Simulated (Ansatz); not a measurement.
## BePt in Ansatz: convergence with scf exx energy threshold

Input of the first run (scf exx energy threshold 0.01); the others differ in this setting and in those tied to it:

Contents of input.yaml:

```yaml
crystal:
  lattice:
    - [0.0, 2.28249405, 2.28249405]
    - [2.28249405, 0.0, 2.28249405]
    - [2.28249405, 2.28249405, 0.0]
  atoms:
    - { symbol: Be, position: [0.0, 0.0, 0.0] }
    - { symbol: Pt, position: [0.5, 0.5, 0.5] }
hamiltonian:
  xc: hse06
  pseudopotentials: { kind: paw }
kpoints:
  mp_grid: { grid: [5, 5, 5] }
scf:
  occupations: { method: gaussian, width: 0.1 }
  exx: { energy_threshold: 0.01 }
output:
  forces: true
  stress: true
  eigenvalues: true
```

Potentials or basis: Ansatz PAW.

Command:

```sh
$ ansatz run input.yaml --threads 2 --pin off --max-ram 5632MiB --backend cpu --events-out ev --progress --plain --runs-dir out
```

The cell was built by a generator and needn't be a form met in nature.

Hardware: 2 threads of Arm Neoverse V1, with other jobs on the host.

| scf exx energy threshold | energy less the tightest run, at zero smearing (meV/atom) | SCF cycles | CPU time (s) | peak memory (GiB) |
| --- | --- | --- | --- | --- |
| 0.01 | 0.00 | 14 | 13 | 0.6 |
| 0.001 | 0.00 | 14 | 12 | 0.6 |
| 0.0001 | 0.00 | 14 | 13 | 0.6 |
| 1e-05 | 0.00 | 14 | 12 | 0.6 |
| 1e-06 | 0.00 | 15 | 13 | 0.6 |
| 1e-07 | 0.00 | 18 | 14 | 0.6 |

Against the tightest run, the energy stays within 1 meV/atom from 0.01 on. The tightest run that finished is the yardstick and may itself not be fully converged.

Caveat, for the tightest run too: the k mesh is coarse (spacing up to 0.48 Å⁻¹), so the values aren't converged, least of all with exact exchange; odd divisions of the mesh miss points on the zone boundary, where band edges often lie, so the gap on the mesh can be too wide; spin-orbit coupling is left out, which moves the levels of the heavy elements.
